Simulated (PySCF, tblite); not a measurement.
# C₈H₁₇BO: geometry, infrared bands and NMR shifts, part 2 of 2

tblite 0.8.0 and PySCF 2.14.0. Atoms count from 0. Earlier steps stand in the parts before.

## (6) Shielding tensors: mPW1PW91/pcSseg-1

The job: settings as JSON, then the geometry in Å.

```
{"job": {"kind": "nmr", "xc": "mPW1PW91", "basis": "pcSseg-1", "pop": false}, "charge": 0, "multiplicity": 1}
C     -3.245845    -0.759463    -0.486093
C     -2.130301     0.240674    -0.256729
C     -2.563496     1.398761     0.630679
O     -1.056426    -0.463824     0.329926
C      0.231581     0.065196     0.106601
C      0.782713    -0.325459    -1.262200
B      2.337084    -0.248974    -1.421865
C      3.243600    -0.250045    -0.148720
C      2.538778     0.141447     1.150911
C      1.125431    -0.422391     1.237388
H     -3.551980    -1.206299     0.472508
H     -2.902546    -1.570294    -1.144694
H     -4.123241    -0.278456    -0.943300
H     -1.815603     0.645090    -1.240032
H     -3.391898     1.961351     0.173330
H     -1.735247     2.102497     0.803515
H     -2.896732     1.017365     1.608338
H      0.193652     1.173318     0.166999
H      0.238424     0.150604    -2.094300
H      0.594456    -1.414580    -1.399169
H      2.835924    -0.323659    -2.526819
H      3.557033    -1.318250    -0.103534
H      4.191772     0.292543    -0.298980
H      2.485718     1.243219     1.214867
H      3.121957    -0.177901     2.030212
H      1.146838    -1.527166     1.210026
H      0.650299    -0.146790     2.191679
```

Level: GIAO mPW1PW91/pcSseg-1 NMR shielding, non-relativistic, gas phase.

The log of the run:

```text
coarse grid: 21400 points
cycle   1  E = -414.8269901461  dE =  1.020e+00  |g| = 7.128e-01  |ddm| = 4.391e+00
cycle   2  E = -414.7609615850  dE =  6.603e-02  |g| = 9.367e-01  |ddm| = 1.582e+00
cycle   3  E = -414.9388563925  dE = -1.779e-01  |g| = 1.201e-01  |ddm| = 1.042e+00
cycle   4  E = -414.9412647652  dE = -2.408e-03  |g| = 4.342e-02  |ddm| = 1.242e-01
cycle   5  E = -414.9416696315  dE = -4.049e-04  |g| = 7.202e-03  |ddm| = 4.316e-02
cycle   6  E = -414.9416800130  dE = -1.038e-05  |g| = 2.502e-03  |ddm| = 9.393e-03
cycle   7  E = -414.9416815249  dE = -1.512e-06  |g| = 3.634e-04  |ddm| = 2.311e-03
final grid: 203408 points
cycle   8  E = -415.0150675944  dE = -7.385e-05  |g| = 9.518e-03  |ddm| = 4.159e-02
cycle   9  E = -415.0150512063  dE =  1.639e-05  |g| = 1.338e-02  |ddm| = 1.723e-02
cycle  10  E = -415.0150872643  dE = -3.606e-05  |g| = 1.259e-03  |ddm| = 1.015e-02
cycle  11  E = -415.0150875891  dE = -3.247e-07  |g| = 2.447e-04  |ddm| = 1.498e-03
cycle  12  E = -415.0150876014  dE = -1.237e-08  |g| = 5.254e-05  |ddm| = 2.961e-04
cycle  13  E = -415.0150876020  dE = -5.697e-10  |g| = 1.817e-05  |ddm| = 7.153e-05
converged SCF energy = -415.0150876020

GIAO shielding tensors (ppm)
atom      isotropic    diamagn.    paramagn.     s11        s22        s33       span
  0 C      157.885     246.656     -88.772    139.332    150.666    183.656     44.325
  1 C      117.156     242.067    -124.911     86.967    107.067    157.435     70.468
  2 C      162.311     248.186     -85.875    142.740    159.800    184.394     41.654
  3 O      234.022     403.264    -169.242    208.133    233.259    260.673     52.540
  4 C      111.000     246.279    -135.278     79.740     99.828    153.433     73.692
  5 C      146.543     252.379    -105.836    111.803    155.270    172.557     60.754
  6 B       13.826     188.791    -174.965    -66.467     -9.975    117.918    184.385
  7 C      153.848     252.189     -98.341    128.229    154.009    179.306     51.077
  8 C      159.067     247.406     -88.340    148.643    159.352    169.205     20.563
  9 C      146.497     248.099    -101.602    136.764    142.940    159.787     23.023
 10 H       30.155      29.724       0.431     27.109     28.338     35.017      7.908
 11 H       29.993      30.307      -0.315     25.584     28.603     35.791     10.207
 12 H       30.446      28.002       2.444     26.283     27.918     37.136     10.853
 13 H       27.976      33.515      -5.539     24.167     29.029     30.731      6.564
 14 H       30.603      29.020       1.583     26.371     27.977     37.461     11.090
 15 H       29.770      32.064      -2.294     24.758     29.985     34.568      9.810
 16 H       30.505      30.498       0.007     27.820     28.117     35.578      7.757
 17 H       28.122      35.479      -7.358     24.218     29.212     30.935      6.717
 18 H       28.587      32.427      -3.840     23.645     28.762     33.352      9.707
 19 H       30.715      32.185      -1.471     28.108     28.487     35.548      7.440
 20 H       23.780      28.471      -4.691     19.933     25.623     25.784      5.852
 21 H       30.617      28.302       2.315     25.983     29.016     36.852     10.869
 22 H       29.373      27.320       2.054     24.634     27.742     35.744     11.109
 23 H       29.900      31.330      -1.430     25.471     29.228     35.003      9.532
 24 H       29.534      29.011       0.522     23.847     28.135     36.619     12.772
 25 H       30.023      33.420      -3.398     26.073     30.245     33.751      7.679
 26 H       29.546      33.125      -3.578     24.635     29.847     34.157      9.522
```

Run time: 51 s. Hardware: 1 thread of Arm Neoverse V2, shared host; peak memory 1.2 GiB.

This run: δ C4 72.5, C1 66.4, C9 37.0, C5 37.0, H20 7.54, H13 3.34 ppm.

## (7) Run by run: NMR shifts

Shifts (ppm) of some atoms, chosen among heavy atoms and hydrogens apart, with basis size and wall time:

```
              run    C4    C5    C7   H20   H18     O3    B6  functions  time
    PBE0/pcSseg-1  72.7  37.5  30.1  7.61  2.77  101.2  87.6        255  54 s
mPW1PW91/pcSseg-1  72.5  37.0  29.7  7.54  2.73   99.3  87.0        255  51 s
```

## (8) Results

This closing draws on all 2 parts.

```
                                                              quantity                                                                             value
                             strongest single infrared mode (GFN2-xTB)                                                             2622 cm⁻¹, 166 km/mol
                                          zero-point energy (GFN2-xTB)                                                                    148.5 kcal/mol
                                                           point group                                                                                C1
                                  rotational constants (main isotopes)                                                              2.84, 0.68, 0.62 GHz
                                ¹³C shifts against TMS (PBE0/pcSseg-1)                                72.7, 66.4, 37.5, 37.2, 30.1, 25.6, 24.5, 21.2 ppm
¹H shifts against TMS (PBE0/pcSseg-1, means over atoms taken as alike)  7.61, 3.36, 3.21, 2.77, 1.98, 1.80, 1.78, 1.44, 1.30, 1.12, 1.02, 0.71, 0.60 ppm
                                ¹⁷O shifts against H2O (PBE0/pcSseg-1)                                                                         101.2 ppm
                           ¹¹B shifts against BF3·OEt2 (PBE0/pcSseg-1)                                                                          87.6 ppm
                                              range of the shift of O3                                                                 99.3 to 101.2 ppm
```

The optimisation took 70 steps and gained 0.315 eV; among the close pairs (by a distance rule), C2–H14 changed most, from 1.127 to 1.087 Å (GFN2-xTB). All 75 modes are real, so the xTB geometry is a minimum. The strongest single mode, at 2622 cm⁻¹, moves mainly H20. Unscaled tight-binding wavenumbers are off by several per cent, some by more. Its intensities can rank the bands wrongly. The optimisation took 7 steps and gained 0.262 eV; among the close pairs (by a distance rule), C0–H12 changed most, from 1.147 to 1.100 Å (PBE0/def2-SVP). No frequency check was run at this level, so the end point may be a saddle. At PBE0/pcSseg-1: The widest tensor belongs to B6: span 186 ppm, with a paramagnetic part of -176 ppm. In ppm, O3 moves most: its shift spreads over 1.9 ppm, from 99.3 (mPW1PW91/pcSseg-1) to 101.2 (PBE0/pcSseg-1). Part of that comes from the computed reference.
